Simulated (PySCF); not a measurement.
# SeF₃⁻: relaxation and vibrations of the singlet

Where does singlet SeF₃⁻ go from a trigonal planar start, is the end point a minimum, and what are its modes, charges and moments?

Method: PBE0, basis Se def2-SVPD, F def2-SVPD, no relativity, density fitting; program: PySCF 2.14.0.

## (1) Starting geometry

4 atoms, charge -1, spin multiplicity 1.

Bond lengths: Se1–F2 1.800 Å, Se1–F3 1.800 Å, Se1–F4 1.800 Å. Angles: F2–Se1–F3 120.0°, F2–Se1–F4 120.0°, F3–Se1–F4 120.0°.

Z-matrix (Å, degrees; charge -1 multiplicity 1):
```
Se
F  1 1.8000
F  1 1.8000 2 120.00
F  1 1.8000 2 120.00 3 180.00
```

## (2) Relaxation: trigonal planar start, singlet

One driver script runs all steps and calls PySCF; scf.py shows how it sets up the SCF of each step. The optimiser is the driver's own. Before each start the driver seeks the lowest SCF state from one or more starting densities and follows internal instabilities, so scf.py alone need not reach the same state.

The program finds D3h symmetry in the start, which this walk keeps. The walk stops when the largest gradient is under 0.0003 Eh/bohr and the energy has settled too.

scf.py

```python
from pyscf import gto, scf, dft
mol = gto.M(atom='''
Se     0.000000    -0.000000     0.000000
F      1.799974     0.000023    -0.000000
F     -0.900007     1.558811     0.000000
F     -0.899967    -1.558834    -0.000000''',
    basis={'Se': 'def2-SVPD', 'F': 'def2-SVPD'},
    charge=-1, spin=0)
mf = dft.RKS(mol, xc='PBE0')
mf.grids.atom_grid = (50, 194)
aux = {'Se': 'def2-universal-JKFIT', 'F': 'def2-universal-JKFIT'}
mf = mf.density_fit(auxbasis=aux)
mf.kernel()
```

The runs that follow: Frequencies; Downhill along the imaginary mode; Vibrations and properties at this point.

Q: Predict the outcome of this session. Wanted: minimum; geometry; wavenumbers; dipole moment; highest occupied, lowest empty level; polar-tensor charge of Se1; zero-point energy.

As calculated:

```
                            quantity                                                              value
                             minimum                                                       singlet, C2v
                            geometry  Se–F 1.797 Å, Se–F 1.934 Å (×2); F–Se–F 86.5° (×2), F–Se–F 173.0°
                  wavenumbers (cm⁻¹)         190 (a1), 217 (b1), 284 (b2), 447 (b2), 455 (a1), 620 (a1)
      dipole moment (centre of mass)                                                             1.18 D
highest occupied, lowest empty level                                                     -1.19, 3.31 eV
          polar-tensor charge of Se1                                                            +1.32 e
                   zero-point energy                                                        13.2 kJ/mol
                 entropy at 298.15 K                                                    304.1 J/(mol K)
```

In words: From D3h at the start the molecule goes to a C2v minimum, after a first stop at a second-order saddle point 48.6 kJ/mol higher, from which it was pushed off along an imaginary mode. In the infrared the band at 447 cm⁻¹ (b2, stretch) leads. Other starts or spin states, not run here, may lie lower.
